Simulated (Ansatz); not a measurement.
# Mg6SeS: the cost of one run

Method: DFT PBE, scalar-relativistic, plane waves, PAW, in Ansatz 0.2.0.

1 further run of the same task is left out (it didn't finish).

## (1) The system as given

It takes space group Pm-3 (No. 200, cubic). Conventional cell: a = 5.465 Å, b = 5.465 Å, c = 5.465 Å, α = 90.00°, β = 90.00°, γ = 90.00°. Around Mg (site symmetry mm2) lie 2 Mg at 2.69 to 2.77 Å and 2 S at 3.05 Å and 2 Se at 3.06 Å. Se (site symmetry m-3) is surrounded by 12 Mg at 3.06 Å. S (site symmetry m-3) has 12 Mg at 3.05 Å as nearest neighbours.

Coordinates:

```xyz
8
Lattice="5.4651 0.0000 0.0000 0.0000 5.4651 0.0000 0.0000 0.0000 5.4651" Properties=species:S:1:pos:R:3 pbc="T T T"
Mg    0.0000    2.7326    4.1183
Mg    2.7326    1.3469    0.0000
Mg    4.1183    0.0000    2.7326
Mg    0.0000    2.7326    1.3469
Mg    2.7326    4.1183    0.0000
Mg    1.3469    0.0000    2.7326
Se    2.7326    2.7326    2.7326
S     0.0000    0.0000    0.0000
```

Recipe of the guess: species swapped into a database cell of Ti6PtAu (Pm-3, No. 200), with Mg on the Ti sites, S on the Pt sites and Se on the Au sites. Lengths come from tabulated atomic sizes and are only a guess.

## (2) Probe: one point on a coarse mesh

input.yaml

```yaml
crystal:
  lattice:
    - [5.46513058, 0.0, 0.0]
    - [0.0, 5.46513058, 0.0]
    - [0.0, 0.0, 5.46513058]
  atoms:
    - { symbol: Mg, position: [0.0, 0.5, 0.75355053] }
    - { symbol: Mg, position: [0.5, 0.24644947, 0.0] }
    - { symbol: Mg, position: [0.75355053, 0.0, 0.5] }
    - { symbol: Mg, position: [0.0, 0.5, 0.24644947] }
    - { symbol: Mg, position: [0.5, 0.75355053, 0.0] }
    - { symbol: Mg, position: [0.24644947, 0.0, 0.5] }
    - { symbol: Se, position: [0.5, 0.5, 0.5] }
    - { symbol: S, position: [0.0, 0.0, 0.0] }
basis:
  ecutwfc: 420
kpoints:
  mp_grid: { grid: [4, 4, 4] }
hamiltonian:
  xc: pbe
scf:
  occupations: { method: gaussian, width: 0.1 }
  lower_state_search: "off"
output:
  forces: true
  stress: true
  eigenvalues: true
```

The run is started by

```bash
ansatz run input.yaml --threads 1 --pin off --max-ram 2560MiB --backend cpu --events-out ev --progress --plain --runs-dir out
```

Q: Estimate wall time and peak memory on 1 thread of Intel Xeon at 2.80GHz (Skylake/Cascade Lake), shared host.

About 3.5 s, with a peak of 0.48 GiB.
